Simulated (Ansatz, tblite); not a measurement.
# Ga12As12 zinc blende off sphere (Ga₁₂As₁₂H₃₂): rung by rung

One table from this session's results is given with a row withheld; the runs are named, their logs left out.

Computed with Ansatz 0.2.0, Gaussian basis. Level: as each input shows.

Plan: GFN1-xTB, GFN2-xTB, PBE-D4/def2-SVP, r2SCAN-D4/def2-SVP, r2SCANh-D4/def2-SVP, PBE0-D4/def2-TZVP, PBE-D4/def2-TZVP, HF/STO-3G, HF/6-31G, B3LYP-D4/6-31G.

1 further run of the same task is left out (set aside as unsound or not needed).

## The structure

The singlet was relaxed beforehand with PBE-D4/def2-SVP.

56 atoms, charge 0, spin multiplicity 1.

Bond lengths: Ga1–As14 2.547 Å, Ga1–As15 2.494 Å, Ga1–H25 1.579 Å, Ga1–H26 1.587 Å, Ga2–As13 2.523 Å, Ga2–As17 2.534 Å, Ga2–H27 1.574 Å, Ga2–H28 1.571 Å, Ga3–As16 2.521 Å, Ga3–As18 2.516 Å, Ga3–H29 1.574 Å, Ga3–H30 1.583 Å, Ga4–As14 2.464 Å, Ga4–As19 2.518 Å, Ga4–As20 2.464 Å, Ga4–H31 1.575 Å, Ga5–As16 2.471 Å, Ga5–As19 2.505 Å and more. Angles: As14–Ga1–As15 98.0°, As14–Ga1–H25 105.8°, As14–Ga1–H26 104.5°, As15–Ga1–H25 111.7°, As15–Ga1–H26 109.8°, H25–Ga1–H26 123.5°, As13–Ga2–As17 99.0°, As13–Ga2–H27 107.5°, As13–Ga2–H28 106.8°, As17–Ga2–H27 106.3°, As17–Ga2–H28 106.0°, H27–Ga2–H28 127.6°, As16–Ga3–As18 96.3°, As16–Ga3–H29 109.0°, As16–Ga3–H30 106.1°, As18–Ga3–H29 110.8°, As18–Ga3–H30 105.7°, H29–Ga3–H30 125.0° and more.

PBE0-D4/def2-SVP was run before; its log isn't repeated, and its numbers join the tables.

Set-up of the first run:

Tight binding, by tblite at 300 K electronic temperature and without a spin-polarisation term:

```python
tblite.interface.Calculator('GFN1-xTB', numbers, positions, charge=0, uhf=0).singlepoint()
```

Tight binding, by tblite at 300 K electronic temperature and without a spin-polarisation term:

```python
tblite.interface.Calculator('GFN2-xTB', numbers, positions, charge=0, uhf=0).singlepoint()
```

start.molden holds the orbitals of an earlier run on this state, given as this run's starting guess.

The input, in.yaml:

```yaml
crystal:
  periodic: [false, false, false]
  atoms:
    - {symbol: Ga, position_ang: [-4.602649, 1.577468, -0.370804]}
    - {symbol: Ga, position_ang: [-2.332909, -3.840326, 2.743324]}
    - {symbol: Ga, position_ang: [1.093751, -4.331606, -0.668189]}
    - {symbol: Ga, position_ang: [-1.811743, 1.814911, -3.553602]}
    - {symbol: Ga, position_ang: [1.348913, -1.343763, -3.648039]}
    - {symbol: Ga, position_ang: [-1.571893, -1.175159, -0.852047]}
    - {symbol: Ga, position_ang: [-1.459080, 1.453675, 2.381729]}
    - {symbol: Ga, position_ang: [1.317328, -1.316345, 1.809414]}
    - {symbol: Ga, position_ang: [1.176429, 1.574904, -0.849819]}
    - {symbol: Ga, position_ang: [-1.580514, 4.601105, -0.366212]}
    - {symbol: Ga, position_ang: [4.333756, -1.091377, -0.666069]}
    - {symbol: Ga, position_ang: [3.841458, 2.333427, 2.745188]}
    - {symbol: As, position_ang: [-2.991627, -2.516989, 0.698568]}
    - {symbol: As, position_ang: [-3.080073, 0.367302, -2.014729]}
    - {symbol: As, position_ang: [-2.843684, 2.839640, 0.867279]}
    - {symbol: As, position_ang: [-0.094292, -2.657043, -2.131613]}
    - {symbol: As, position_ang: [-0.170064, -2.646932, 3.309851]}
    - {symbol: As, position_ang: [2.701417, -2.699765, 0.372352]}
    - {symbol: As, position_ang: [-0.242933, 0.248518, -4.747037]}
    - {symbol: As, position_ang: [-0.367012, 3.082675, -2.011626]}
    - {symbol: As, position_ang: [2.660080, 0.098607, -2.128946]}
    - {symbol: As, position_ang: [-0.183006, 0.184006, 0.621940]}
    - {symbol: As, position_ang: [2.646847, 0.171091, 3.310908]}
    - {symbol: As, position_ang: [2.515450, 2.994591, 0.703109]}
    - {symbol: H, position_ang: [-5.503429, 2.535659, -1.245312]}
    - {symbol: H, position_ang: [-5.187055, 0.424692, 0.550874]}
    - {symbol: H, position_ang: [-3.350536, -3.479581, 3.889090]}
    - {symbol: H, position_ang: [-1.919110, -5.271372, 2.243945]}
    - {symbol: H, position_ang: [1.855712, -5.360768, -1.583045]}
    - {symbol: H, position_ang: [0.071916, -4.717100, 0.477498]}
    - {symbol: H, position_ang: [-2.639968, 2.643775, -4.606600]}
    - {symbol: H, position_ang: [2.176280, -2.169721, -4.704476]}
    - {symbol: H, position_ang: [-2.296800, 0.329088, 3.131588]}
    - {symbol: H, position_ang: [-0.338892, 2.291636, 3.137709]}
    - {symbol: H, position_ang: [-2.537951, 5.502942, -1.240468]}
    - {symbol: H, position_ang: [-0.429548, 5.184618, 0.558296]}
    - {symbol: H, position_ang: [5.362766, -1.852429, -1.581691]}
    - {symbol: H, position_ang: [4.719336, -0.071074, 0.480791]}
    - {symbol: H, position_ang: [5.271738, 1.919733, 2.243861]}
    - {symbol: H, position_ang: [3.482407, 3.350065, 3.892284]}
    - {symbol: H, position_ang: [-3.846732, -3.429275, -0.176799]}
    - {symbol: H, position_ang: [-4.085580, -1.523751, 1.077136]}
    - {symbol: H, position_ang: [-3.910893, -0.532215, -2.931774]}
    - {symbol: H, position_ang: [-3.693427, 3.687674, 1.816575]}
    - {symbol: H, position_ang: [-1.014052, -3.431709, -3.076170]}
    - {symbol: H, position_ang: [0.733383, -3.630911, 4.050707]}
    - {symbol: H, position_ang: [-0.447015, -1.717436, 4.486902]}
    - {symbol: H, position_ang: [3.504058, -3.502800, 1.398112]}
    - {symbol: H, position_ang: [-1.052708, -0.554599, -5.763750]}
    - {symbol: H, position_ang: [0.561140, 1.059924, -5.761691]}
    - {symbol: H, position_ang: [0.531816, 3.916490, -2.926619]}
    - {symbol: H, position_ang: [3.435631, 1.019090, -3.072068]}
    - {symbol: H, position_ang: [1.716250, 0.448175, 4.487091]}
    - {symbol: H, position_ang: [3.630163, -0.732251, 4.052821]}
    - {symbol: H, position_ang: [1.519432, 4.085059, 1.084372]}
    - {symbol: H, position_ang: [3.425316, 3.854156, -0.170421]}
basis:
  gaussian: {orbitals: def2-SVP, fitting: {mean_field: def2-universal-jkfit}, initial_orbitals: start.molden}
hamiltonian: {xc: pbe, dispersion: d4}
scf: {omitted_lower_state_checks: [starts]}
output: {forces: true, orbitals: {seedname: orbitals}}
```

Launch:

```
$ ansatz run in.yaml --threads 11 --pin off --events-out ev --progress --plain --max-ram 110592MiB --backend cuda --devices 0, --max-vram 75GiB
```

Steps of the session up to this table: PBE-D4/def2-SVP; r2SCAN-D4/def2-SVP; r2SCANh-D4/def2-SVP; PBE0-D4/def2-TZVP; PBE-D4/def2-TZVP; HF/STO-3G; HF/6-31G; B3LYP-D4/6-31G.

One of the session's tables, all rows but one given; the rest of the session is left out.

It belongs to the step «Binding energy». 

```
              level  binding an atom (eV)
           HF/6-31G                 1.593
    PBE-D4/def2-SVP                 2.626
   PBE-D4/def2-TZVP                 2.621
 r2SCAN-D4/def2-SVP                 2.632
r2SCANh-D4/def2-SVP                 2.624
     B3LYP-D4/6-31G                 2.598
   PBE0-D4/def2-SVP                 2.619
  PBE0-D4/def2-TZVP                     ?
```

Estimate the missing values for PBE0-D4/def2-TZVP.

The run gave: binding an atom (eV): 2.614. In the column «binding an atom (eV)» it lies between B3LYP-D4/6-31G (2.598) and PBE0-D4/def2-SVP (2.619).

Caveats from the session: Free atoms were run apart at each level; binding is atoms less cluster, divided by the number of atoms, without zero-point or spin-orbit terms.
